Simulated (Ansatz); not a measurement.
This script makes cell relaxations under several functionals of BaTiO3, space group Pm-3m with the Python package of Ansatz (0.2.0).

The script reads `batio3.vasp`:
```text
BaTiO3
1.0
   4.00600000    0.00000000    0.00000000
   0.00000000    4.00600000    0.00000000
   0.00000000    0.00000000    4.00600000
Ba Ti O
1 1 3
Direct
   0.50000000    0.50000000    0.50000000
   0.00000000    0.00000000    0.00000000
   0.50000000    0.00000000    0.00000000
   0.00000000    0.50000000    0.00000000
   0.00000000    0.00000000    0.50000000
```

`batio3.py`
```python
import warnings

import ansatz
from ase.io import read
import numpy as np

FILLING = "fermi_dirac"
WIDTH_EV = 0.02
FORCE_TOL = 0.05

def edges_and_angles(cell):
    cell = np.asarray(cell)
    a, b, c = np.linalg.norm(cell, axis=1)
    cosines = cell[1] @ cell[2] / (b * c), cell[0] @ cell[2] / (a * c), cell[0] @ cell[1] / (a * b)
    return (a, b, c, *np.degrees(np.arccos(cosines)))

warnings.simplefilter("ignore", ansatz.DeckWarning)

atoms = read("batio3.vasp", format="vasp")
cell = ansatz.Crystal.from_ase(atoms)

base = (
    cell.calculation()
    .basis(19 * ansatz.Ha)
    .kpoints(6)
    .occupations(FILLING, width=WIDTH_EV)
    .relax(cell=True, force_tolerance=FORCE_TOL, max_steps=100)
)

levels = [("pbe", "d3bj"), ("revpbe", "d3bj"), ("pbe", "d4")]
print("level            a       b       c    alpha   beta  gamma  V/atom  steps")
for name, dispersion in levels:
    seen = []
    run = base.functional(name, dispersion=dispersion).session().plan()
    result = run.execute(on_event=lambda e: seen.append(e) if e["event"] == "relax_step" else None)
    cell = result.lattice.cell_ang
    label = name if dispersion == "none" else f"{name}+{dispersion}"
    print("{:13s} {:7.4f} {:7.4f} {:7.4f} {:6.2f} {:6.2f} {:6.2f}".format(label, *edges_and_angles(cell)), f"{abs(np.linalg.det(cell)) / len(result.lattice.sites):7.3f} {len(seen):5d}")
```

Rank the levels of theory by the volume of the relaxed cell.

From smallest to largest: PBE+D3BJ (12.73 Å³ an atom, -1.0 % against the start), revPBE+D3BJ (12.74 Å³ an atom, -0.9 % against the start) and PBE+D4 (12.76 Å³ an atom, -0.8 % against the start). The spread is 0.3 % in volume.

The output:

`python batio3.py` gives:
```text
level            a       b       c    alpha   beta  gamma  V/atom  steps
pbe+d3bj       3.9923  3.9923  3.9923  90.00  90.00  90.00  12.726     4
revpbe+d3bj    3.9933  3.9933  3.9933  90.00  90.00  90.00  12.736     3
pbe+d4         3.9959  3.9959  3.9959  90.00  90.00  90.00  12.760     3
```

Notes:
- No spin polarisation was allowed.
- Forces vanish by symmetry, so the ions can't move, and the end may be a saddle.
- This is a high-temperature or high-pressure form, not the ambient phase.
- The structure is a deposited one; some such entries were measured under pressure or heat, so a shift against it needn't be the functional's error alone.
- Wall time of the script: 23 s on 1 thread of Intel(R) Xeon(R) Processor @ 2.30GHz, on a shared host, peak memory 0.65 GiB.
